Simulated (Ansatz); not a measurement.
# GaGeH₁₀NSi₂: taking an electron away

How much energy removes an electron from GaGeH₁₀NSi₂ at fixed geometry? The cation is run at each level and the neutral's energy taken from earlier runs.

Program: Ansatz 0.2.0, Gaussian basis. Level of theory: unrestricted cation, the program's frozen cores in correlated methods. These are calculated values, not measurements.

The runs, in order: UKS PBE-D4/def2-TZVPP; UKS r2SCAN-D4/def2-TZVPP; UKS PBE0-D4/def2-TZVPP; UKS B3LYP-D4/def2-TZVPP; UKS wB97X-V/def2-TZVPP; UKS wB97M-V/def2-TZVPP; UKS B2PLYP/def2-TZVPP; UHF-CCSD(T)/def2-TZVPP; UHF-MP2/def2-QZVPP; extrapolation to the limit; then −ε(HOMO) from the neutral's earlier runs with LDA (SPW92), PBE-D4, revPBE-D4, BLYP-D4, r2SCAN-D4, B97M-V, PBE0-D4, B3LYP-D4, r2SCANh-D4, r2SCAN0-D4, HSE06-D4, BHLYP-D4, CAM-B3LYP-D4, LC-ωPBE, ωB97X-V, ωB97M-V.

**1. The geometry**

All runs share one geometry, relaxed beforehand with PBE0-D4 in a triple-zeta def2 set.

SMILES `[GaH2][NH][SiH2][SiH2][GeH3]`, 15 atoms, charge 0, spin multiplicity 1.

Atoms are counted from 1 here; the program's logs count them from 0.

Bond lengths: Ga1–N2 1.850 Å, Ga1–H6 1.565 Å, Ga1–H7 1.560 Å, N2–Si3 1.719 Å, N2–H8 1.009 Å, Si3–Si4 2.352 Å, Si3–H9 1.493 Å, Si3–H10 1.492 Å, Si4–Ge5 2.384 Å, Si4–H11 1.488 Å, Si4–H12 1.490 Å, Ge5–H13 1.537 Å, Ge5–H14 1.565 Å, Ge5–H15 1.538 Å. Angles: N2–Ga1–H6 114.5°, N2–Ga1–H7 117.5°, H6–Ga1–H7 127.2°, Ga1–N2–Si3 125.6°, Ga1–N2–H8 116.8°, Si3–N2–H8 116.9°, N2–Si3–Si4 107.2°, N2–Si3–H9 114.5°, N2–Si3–H10 110.4°, Si4–Si3–H9 110.0°, Si4–Si3–H10 107.7°, H9–Si3–H10 106.9°, Si3–Si4–Ge5 105.6°, Si3–Si4–H11 114.4°, Si3–Si4–H12 112.4°, Ge5–Si4–H11 108.4°, Ge5–Si4–H12 107.6°, H11–Si4–H12 108.2° and more.

**2. Cation, UKS PBE-D4/def2-TZVPP**

Input file in.yaml:

```yaml
crystal:
  periodic: [false, false, false]
  atoms:
    - {symbol: Ga, position_ang: [-1.319056, -1.175582, 1.167684]}
    - {symbol: N, position_ang: [0.520273, -1.369714, 1.119980]}
    - {symbol: Si, position_ang: [1.518310, -1.109818, -0.255481]}
    - {symbol: Si, position_ang: [0.457723, 0.513981, -1.586256]}
    - {symbol: Ge, position_ang: [-0.700534, 1.933828, -0.060869]}
    - {symbol: H, position_ang: [-2.016234, -1.241668, -0.231505]}
    - {symbol: H, position_ang: [-2.009443, -1.194922, 2.566420]}
    - {symbol: H, position_ang: [0.987547, -1.489917, 2.006397]}
    - {symbol: H, position_ang: [1.788752, -2.334375, -1.064968]}
    - {symbol: H, position_ang: [2.842645, -0.562590, 0.160090]}
    - {symbol: H, position_ang: [-0.526774, -0.034309, -2.557289]}
    - {symbol: H, position_ang: [1.431495, 1.357027, -2.335697]}
    - {symbol: H, position_ang: [-1.812308, 2.787974, -0.691072]}
    - {symbol: H, position_ang: [-1.418146, 1.076425, 1.034239]}
    - {symbol: H, position_ang: [0.255750, 2.843658, 0.728346]}
basis:
  gaussian: {orbitals: def2-TZVPP}
total_charge: 1
magnetization: {spin_polarized: true, initial_magnetization: 1}
hamiltonian: {xc: pbe, dispersion: d4}
```

On the command line:

```bash
ansatz run in.yaml --threads 2 --pin off --events-out ev --progress --plain --max-ram 22528MiB --backend cuda --devices 0, --max-vram 18GiB
```

Further steps of the session: Cation, UKS r2SCAN-D4/def2-TZVPP; Cation, UKS PBE0-D4/def2-TZVPP; Cation, UKS B3LYP-D4/def2-TZVPP; Cation, UKS wB97X-V/def2-TZVPP; Cation, UKS wB97M-V/def2-TZVPP; Cation, UKS B2PLYP (frozen core)/def2-TZVPP; Cation, UHF-CCSD(T)/def2-TZVPP; Cation, UHF-MP2/def2-QZVPP.

Before running them: what should the planned runs give, taken together? Wanted: ionisation energy, CCSD(T)/CBS; nearest functional by difference; nearest −ε(HOMO); −ε(HOMO) of PBE; T1 of the cation.

As calculated:

| quantity | value |
| --- | --- |
| ionisation energy, CCSD(T)/CBS | 9.30 eV |
| nearest functional by difference | ωB97X-V (-0.15 eV) |
| nearest −ε(HOMO) | ωB97M-V (+0.10 eV) |
| −ε(HOMO) of PBE | 6.04 eV |
| T1 of the cation | 0.033 |

Energy differences with functionals land within 0.60 eV of the reference. The PBE orbital energy is 3.3 eV too small: a semilocal HOMO is no ionisation energy. Among orbital estimates ωB97M-V comes nearest. Hartree-Fock falls 1.33 eV short, as the neutral has more correlation energy than the cation. The cation's T1 (from the report) is 0.033, near the customary mark of 0.045 for open shells, so the coupled-cluster value is less safe. Correlated methods include outer-core shells of Ga, Ge, which these sets cover unevenly. With outer-core shells in play the reference is unsure by up to some tenths of an eV, so close misses can't be ranked.
